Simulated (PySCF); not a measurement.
# Cl2FSi: the cost of one run

Computed with PySCF 2.14.0; each step states its level. No surroundings beyond the atoms listed, unless a continuum is named. Atoms count from 0, parts from 1.

## 1. Starting point

4 atoms, charge -1, multiplicity 1; geometry: GFN2-xTB. Parts: 1 = atoms 0–2, `Cl[Si]Cl`, charge 0; 2 = atom 3, `[F-]`, charge -1. In the given geometry Si1 and F3 of different parts are bonded (1.64 Å), so values for the parts refer to these atom groups.

## 2. Optimising the geometry at PBE0-D3(BJ)/def2-TZVPD

What the job is given:

```
{"job": {"xc": "PBE0", "basis": "def2-TZVPD", "d3": "d3bj", "grid": 3, "kind": "geom", "shake": 0.01}, "charge": -1, "multiplicity": 1, "parts": [{"atoms": "0-2", "charge": 0, "multiplicity": 1}, {"atoms": "3-3", "charge": -1, "multiplicity": 1}]}
Cl    -1.502043    -0.862121    -0.143005
Si    -0.624383     1.124572    -0.566645
Cl     1.313168     0.834629     0.408383
F     -1.284079     1.884790     0.733772
```

Run with:

```bash
OMP_NUM_THREADS=1 python cluster_run.py task.json out
```

The driver reads the jobs from task.json and runs them one after another.

**Question.** How long does this first job take on 1 thread of Arm Neoverse N1, shared host, and how much memory does it need?

About 66 s, with a peak of 0.63 GiB.
